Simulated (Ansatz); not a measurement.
# C₂HF₃O₂: energies up the ladder, part 2 of 2

The task, for C₂HF₃O₂: energies up the ladder.

Ansatz 0.2.0, Gaussian bases. Earlier steps stand in the parts before.

## 5. Single point, PBE-D4/def2-TZVPPD

Input file input.yaml:

```yaml
crystal:
  periodic: [false, false, false]
  atoms:
    - { symbol: O, position_ang: [1.19362668, 1.45193397, -0.54188753] }
    - { symbol: C, position_ang: [0.91887596, 0.39557492, -0.06609558] }
    - { symbol: O, position_ang: [1.7664408, -0.47305672, 0.47228562] }
    - { symbol: C, position_ang: [-0.52172887, -0.159339, 0.00614939] }
    - { symbol: F, position_ang: [-0.60653005, -1.31305495, -0.65580469] }
    - { symbol: F, position_ang: [-1.3714507, 0.69883404, -0.52680018] }
    - { symbol: F, position_ang: [-0.87075803, -0.37618959, 1.27404814] }
    - { symbol: H, position_ang: [2.6545742, -0.09745268, 0.41140485] }
basis:
  gaussian: { orbitals: def2-TZVPPD.json }
hamiltonian:
  xc: pbe
  dispersion: d4
```

Command:

```bash
> ansatz run input.yaml --threads 4 --pin off --max-ram 10240MiB --backend cpu --events-out ev --progress --plain --runs-dir out
```

The program printed:

```text
Warning: RAYON_NUM_THREADS=4 ignored (pool sized by the plan → 4); use --threads N
Engine: ansatz 0.2.0, x86_64-unknown-linux-gnu
Functional definition: PBE
  parameter kappa = 0.804
  parameter beta = 0.06672455060314922
  exchange = pbe_x(kappa = kappa, mu = beta*pi^2/3)
  correlation = pbe_c(beta = beta)
1366 factors; their error is unknown
mean field evaluation 1: about -14320.0461 eV, gradient 7.1e1 eV
mean field evaluation 2: about -14297.6668 eV, gradient 1.3e2 eV
mean field evaluation 4: about -14327.2150 eV, gradient 1.2e1 eV
mean field evaluation 8: about -14327.4307 eV, gradient 8.0e-2 eV
mean field evaluation 16: about -14327.4145 eV, gradient 1.5e-4 eV
mean field -14327.41445823 eV, -526.5227698696 hartree, gradient 6.1e-5 eV, S^2 0.000000; 0 other end points of the search recorded, 0 dependent functions left out
reference -14327.41452265 eV, -526.5227722371 hartree; 28, 28 occupied and 263, 263 virtual orbitals, 1366 factors
Total energy: -14327.56357418 eV, -526.5282497798 hartree
```

Wall time 16 s (4 threads of AMD EPYC (Zen 3), shared host); peak memory 0.42 GiB.

## 6. Single point, r2SCAN-D4/def2-TZVPPD

Changes to input.yaml since step 5:

```diff
@@ -14,3 +14,3 @@
 hamiltonian:
-  xc: pbe
+  xc: r2scan
   dispersion: d4
```

Command:

```bash
> ansatz run input.yaml --threads 4 --pin off --max-ram 10240MiB --backend cpu --events-out ev --progress --plain --runs-dir out
```

The program printed:

```text
Warning: RAYON_NUM_THREADS=4 ignored (pool sized by the plan → 4); use --threads N
Engine: ansatz 0.2.0, x86_64-unknown-linux-gnu
Functional definition: r2SCAN
  parameter k0 = 0.174
  parameter k1 = 0.065
  parameter a1 = 4.9479
  exchange = r2scan_x(k0 = k0, k1 = k1, a1 = a1)
  correlation = r2scan_c
1366 factors; their error is unknown
mean field evaluation 1: about -14328.7445 eV, gradient 6.8e1 eV
mean field evaluation 2: about -14314.6106 eV, gradient 1.1e2 eV
mean field evaluation 4: about -14335.1356 eV, gradient 8.6e0 eV
mean field evaluation 8: about -14335.2587 eV, gradient 2.8e-1 eV
mean field evaluation 16: about -14335.2392 eV, gradient 1.1e-3 eV
mean field -14335.23919486 eV, -526.8103236369 hartree, gradient 4.6e-5 eV, S^2 0.000000; 0 other end points of the search recorded, 0 dependent functions left out
reference -14335.23921766 eV, -526.8103244749 hartree; 28, 28 occupied and 263, 263 virtual orbitals, 1366 factors
Total energy: -14335.27616320 eV, -526.8116821984 hartree
```

It took 23 s on 4 threads of AMD EPYC (Zen 3), shared host; peak memory 0.46 GiB.

## 7. Single point, B3LYP-D4/def2-TZVPPD

Changes to input.yaml since step 6:

```diff
@@ -14,3 +14,3 @@
 hamiltonian:
-  xc: r2scan
+  xc: { name: B3LYP }
   dispersion: d4
```

Command:

```bash
> ansatz run input.yaml --threads 4 --pin off --max-ram 10240MiB --backend cpu --events-out ev --progress --plain --runs-dir out
```

The program printed:

```text
Warning: RAYON_NUM_THREADS=4 ignored (pool sized by the plan → 4); use --threads N
Engine: ansatz 0.2.0, x86_64-unknown-linux-gnu
Functional definition: B3LYP
  parameter a0 = 0.2
  parameter ax = 0.72
  parameter ac = 0.81
  exchange = (1 - a0 - ax)*slater_x + ax*b88_x + a0*exact_x
  correlation = (1 - ac)*vwn_rpa_c + ac*lyp_c
1366 factors; their error is unknown
mean field evaluation 1: about -14334.3373 eV, gradient 7.1e1 eV
mean field evaluation 2: about -14321.5443 eV, gradient 1.1e2 eV
mean field evaluation 4: about -14341.2806 eV, gradient 7.3e0 eV
mean field evaluation 8: about -14341.3639 eV, gradient 1.4e-1 eV
mean field evaluation 16: about -14341.3882 eV, gradient 5.9e-5 eV
mean field -14341.38816793 eV, -527.0362942295 hartree, gradient 3.1e-5 eV, S^2 0.000000; 0 other end points of the search recorded, 0 dependent functions left out
reference -14341.38846255 eV, -527.0363050563 hartree; 28, 28 occupied and 263, 263 virtual orbitals, 1366 factors
Total energy: -14341.62657141 eV, -527.0450553957 hartree
```

Run time: 23 s. Hardware: 4 threads of AMD EPYC (Zen 3), shared host; peak memory 0.65 GiB.

## 8. Single point, wB97M-V/def2-TZVPPD

Changes to input.yaml since step 7:

```diff
@@ -14,3 +14,2 @@
 hamiltonian:
-  xc: { name: B3LYP }
-  dispersion: d4
+  xc: { name: wB97M-V }
```

Command:

```bash
> ansatz run input.yaml --threads 4 --pin off --max-ram 10240MiB --backend cpu --events-out ev --progress --plain --runs-dir out
```

The program printed, cut to the lines that bear on the results:

```text
Warning: RAYON_NUM_THREADS=4 ignored (pool sized by the plan → 4); use --threads N
[...]
Functional definition: wB97M-V
[...]
  gx(w, u) = 1 - cx + cx01*u + cx10*w
  gss(w, u) = css00 + css04*u^4 + css10*w + css20*w^2 + css43*w^4*u^3
  gos(w, u) = cos00 + cos10*w + (cos20 + cos21*u)*w^2 + (cos60 + cos61*u)*w^6
[...]
      + integral(e_c_pw_mod_opposite_spin*gos(b97_w_opposite, b97_u_opposite)) + vv10(b, c)
1366 factors; their error is unknown
380 factors; integrals over basis functions are off by at most 2.3e-5 eV
[...]
mean field -14338.12039396 eV, -526.9162057510 hartree, gradient 7.7e-5 eV, S^2 0.000000; 0 other end points of the search recorded, 0 dependent functions left out
reference -14338.12047017 eV, -526.9162085518 hartree; 28, 28 occupied and 263, 263 virtual orbitals, 1366 factors
Total energy: -14338.12047017 eV, -526.9162085518 hartree
```

It took 47 s on 4 threads of AMD EPYC (Zen 3), shared host; peak memory 0.88 GiB.

## 9. Single point, B2PLYP/def2-TZVPPD

Changes to input.yaml since step 8:

```diff
@@ -14,2 +14,2 @@
 hamiltonian:
-  xc: { name: wB97M-V }
+  xc: { name: B2PLYP }
```

Command:

```bash
> ansatz run input.yaml --threads 4 --pin off --max-ram 10240MiB --backend cpu --events-out ev --progress --plain --runs-dir out
```

The program printed, cut to the lines that bear on the results:

```text
Warning: RAYON_NUM_THREADS=4 ignored (pool sized by the plan → 4); use --threads N
[...]
Functional definition: B2PLYP
[...]
1850 factors; integrals over basis functions are off by at most 9.5e-4 eV
[...]
mean field -14319.70133002 eV, -526.2393176361 hartree, gradient 2.0e-6 eV, S^2 0.000000; 0 other end points of the search recorded, 0 dependent functions left out
7 core orbitals not correlated: weight in the atoms' cores, before any rotation towards them, 1.000 or more for the frozen orbitals, at most 0.000 for the correlated occupied ones
reference -14319.70150935 eV, -526.2393242263 hartree; 21, 21 occupied and 263, 263 virtual orbitals, 1850 factors
second order -49.51235506 eV of doubles, -0.00000000 eV of singles
Total energy: -14333.06984522 eV, -526.7306015081 hartree
```

Wall time 52 s (4 threads of AMD EPYC (Zen 3), shared host); peak memory 1 GiB.

## 10. Single point, LDA/def2-TZVPPD

Changes to input.yaml since step 9:

```diff
@@ -14,2 +14,2 @@
 hamiltonian:
-  xc: { name: B2PLYP }
+  xc: lda
```

Command:

```bash
> ansatz run input.yaml --threads 4 --pin off --max-ram 10240MiB --backend cpu --events-out ev --progress --plain --runs-dir out
```

The program printed:

```text
Warning: RAYON_NUM_THREADS=4 ignored (pool sized by the plan → 4); use --threads N
Engine: ansatz 0.2.0, x86_64-unknown-linux-gnu
Functional definition: SPW92
  exchange = slater_x
  correlation = pw_c
1366 factors; their error is unknown
mean field evaluation 1: about -14235.7481 eV, gradient 6.9e1 eV
mean field evaluation 2: about -14214.5830 eV, gradient 1.3e2 eV
mean field evaluation 4: about -14242.6067 eV, gradient 1.2e1 eV
mean field evaluation 8: about -14242.8347 eV, gradient 8.0e-2 eV
mean field evaluation 16: about -14242.8192 eV, gradient 1.3e-4 eV
mean field -14242.81924972 eV, -523.4139532974 hartree, gradient 6.6e-5 eV, S^2 0.000000; 0 other end points of the search recorded, 0 dependent functions left out
reference -14242.81931250 eV, -523.4139556048 hartree; 28, 28 occupied and 263, 263 virtual orbitals, 1366 factors
Total energy: -14242.81931250 eV, -523.4139556048 hartree
```

It took 11 s on 4 threads of AMD EPYC (Zen 3), shared host; peak memory 0.42 GiB.

## 11. Single point, PBE0-D4/def2-SVPD

Changes to input.yaml since step 10:

```diff
@@ -12,4 +12,5 @@
 basis:
-  gaussian: { orbitals: def2-TZVPPD.json }
+  gaussian: { orbitals: def2-SVPD }
 hamiltonian:
-  xc: lda
+  xc: pbe0
+  dispersion: d4
```

Command:

```bash
> ansatz run input.yaml --threads 4 --pin off --max-ram 10240MiB --backend cpu --events-out ev --progress --plain --runs-dir out
```

The program printed:

```text
Warning: RAYON_NUM_THREADS=4 ignored (pool sized by the plan → 4); use --threads N
Engine: ansatz 0.2.0, x86_64-unknown-linux-gnu
Functional definition: PBE0
  parameter a = 0.25
  parameter kappa = 0.804
  parameter beta = 0.06672455060314922
  exchange = (1 - a)*pbe_x(kappa = kappa, mu = beta*pi^2/3) + a*exact_x
  correlation = pbe_c(beta = beta)
1327 factors; their error is unknown
mean field evaluation 1: about -14304.5838 eV, gradient 6.4e1 eV
mean field evaluation 2: about -14293.8640 eV, gradient 1.0e2 eV
mean field evaluation 4: about -14310.9071 eV, gradient 5.7e0 eV
mean field evaluation 8: about -14310.9648 eV, gradient 8.5e-2 eV
mean field evaluation 16: about -14311.0020 eV, gradient 3.8e-5 eV
mean field -14311.00198880 eV, -525.9196227428 hartree, gradient 3.8e-5 eV, S^2 0.000000; 0 other end points of the search recorded, 0 dependent functions left out
reference -14311.00202680 eV, -525.9196241394 hartree; 28, 28 occupied and 135, 135 virtual orbitals, 1327 factors
Total energy: -14311.12556137 eV, -525.9241639510 hartree
```

Wall time 10 s (4 threads of AMD EPYC (Zen 3), shared host); peak memory 0.31 GiB.

## 12. Single point, PBE-D4/def2-SVPD

Changes to input.yaml since step 11:

```diff
@@ -14,3 +14,3 @@
 hamiltonian:
-  xc: pbe0
+  xc: pbe
   dispersion: d4
```

Command:

```bash
> ansatz run input.yaml --threads 4 --pin off --max-ram 10240MiB --backend cpu --events-out ev --progress --plain --runs-dir out
```

The program printed:

```text
Warning: RAYON_NUM_THREADS=4 ignored (pool sized by the plan → 4); use --threads N
Engine: ansatz 0.2.0, x86_64-unknown-linux-gnu
Functional definition: PBE
  parameter kappa = 0.804
  parameter beta = 0.06672455060314922
  exchange = pbe_x(kappa = kappa, mu = beta*pi^2/3)
  correlation = pbe_c(beta = beta)
1327 factors; their error is unknown
mean field evaluation 1: about -14303.7281 eV, gradient 6.9e1 eV
mean field evaluation 2: about -14276.7685 eV, gradient 1.4e2 eV
mean field evaluation 4: about -14311.2058 eV, gradient 1.2e1 eV
mean field evaluation 8: about -14311.4359 eV, gradient 5.7e-2 eV
mean field evaluation 16: about -14311.3573 eV, gradient 1.3e-4 eV
mean field -14311.35726463 eV, -525.9326788887 hartree, gradient 7.7e-5 eV, S^2 0.000000; 0 other end points of the search recorded, 0 dependent functions left out
reference -14311.35731441 eV, -525.9326807183 hartree; 28, 28 occupied and 135, 135 virtual orbitals, 1327 factors
Total energy: -14311.50636595 eV, -525.9381582611 hartree
```

Wall time 7.8 s (4 threads of AMD EPYC (Zen 3), shared host); peak memory 0.2 GiB.

## 13. Geometries side by side

```
              level  O1–C2 (Å)  C2–O3 (Å)  C2–C4 (Å)  rotational constants (MHz)  dipole (D)  highest frequency (cm⁻¹)  CPU time
PBE0-D4/def2-TZVPPD     1.1907     1.3277     1.5455      3888.4, 2505.5, 2080.4        2.21                      3799   7.1 min
```

Constants are for the commonest isotopes at the equilibrium geometry; times are CPU times of the relaxations.

## 14. Total energies

```
                level  energy (eV)  CPU time
   PBE-D4/def2-TZVPPD  -14327.5636      24 s
r2SCAN-D4/def2-TZVPPD  -14335.2762      42 s
 B3LYP-D4/def2-TZVPPD  -14341.6266      37 s
  wB97M-V/def2-TZVPPD  -14338.1205      89 s
   B2PLYP/def2-TZVPPD  -14333.0698      88 s
      LDA/def2-TZVPPD  -14242.8193      14 s
    PBE0-D4/def2-SVPD  -14311.1256      15 s
     PBE-D4/def2-SVPD  -14311.5064      11 s
```

## 15. What came out

This closing draws on all 2 parts.

```
                          quantity            value
      O1–C2 at PBE0-D4/def2-TZVPPD          1.191 Å
      C2–O3 at PBE0-D4/def2-TZVPPD          1.328 Å
      C2–C4 at PBE0-D4/def2-TZVPPD          1.545 Å
frequencies at PBE0-D4/def2-TZVPPD  32 to 3799 cm⁻¹
        energy at PBE-D4/def2-SVPD    -14311.506 eV
```

Measured dipole moment of C2HF3O2: 2.28 D (NIST CCCBDB Release 22 (SRD 101), experimental dipoles). This calculation gives 2.21 D (-3.2 %). That is PBE0-D4/def2-TZVPPD. No mode is imaginary, so the geometry is a minimum. These totals serve in differences with atoms or fragments at the same level; alone they don't rank the methods.
